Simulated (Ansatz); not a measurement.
## BrGeHO, SMILES [OH][Ge][Br]: a relaxed scan of one distance, step by step

Computed with Ansatz 0.2.0, Python API.

Notebook, run cell by cell (the value of a cell's last expression is shown):

In [1]:
```python
import ansatz
import numpy as np
```

In [2]:
```python
config = {
    "basis_set": "def2-SVP",
    "functional": "pbe0",
    "vdw": "d3bj",
}

GEOMETRY = """
O    -0.87530    0.29950   -0.74750
Ge   -0.50320   -0.42430    0.79980
Br    1.69760   -1.08700    0.74370
H    -0.26350    1.15150   -0.81620
"""
```

In [3]:
```python
geometry = ansatz.Crystal.molecule()
for line in GEOMETRY.strip().splitlines():
    symbol, *xyz = line.split()
    geometry = geometry.atom(symbol, [float(v) for v in xyz])
```

In [4]:
```python
job = (
    geometry.calculation()
    .basis(gaussian=config["basis_set"])
    .functional(config["functional"], dispersion=config["vdw"])
)
symbols = [site.symbol for site in geometry.cartesian_sites]
pairs = [(0, 1), (0, 3), (1, 2)]
print("held (A)   E (eV)        ", "  ".join(f"{symbols[i]}{i}-{symbols[j]}{j}" for i, j in pairs))
for length in [1.61, 1.75, 1.89, 2.1, 2.36]:
    data = job.relax(constraints=[ansatz.DistanceConstraint((0, 1), at=length)], force_tolerance=0.02, max_steps=60).run().report
    xyz = np.array(data["positions_ang"])
    print(f"{length:6.2f} {data['free_energy_ev']:14.5f}  ", "  ".join(f"{np.linalg.norm(xyz[i] - xyz[j]):.3f}" for i, j in pairs))
```
```text
held (A)   E (eV)         O0-Ge1  O0-H3  Ge1-Br2
DeckWarning: relax.constraints: the input's atoms, or those drawn, lie off the distances that are held; a relaxation that starts there is brought onto them ahead of its first SCF, by positions alone, [...]
  1.61  -128594.76264   1.610  0.966  2.401
  1.75  -128595.19338   1.750  0.967  2.382
  1.89  -128595.05971   1.890  0.968  2.368
  2.10  -128594.41000   2.100  0.969  2.348
  2.36  -128593.41334   2.360  0.969  2.330
```

Notes:
- Total energies depend on the basis set; only differences at equal settings carry meaning.
- Warnings are shown shortened and without file and line.
- The energies are electronic: no zero-point or thermal terms, and the basis set is short of its limit.
- Wall time of the script: 78 s on 1 thread of Intel(R) Xeon(R) 6975P-C (Granite Rapids) (shared host), peak memory 0.26 GiB.
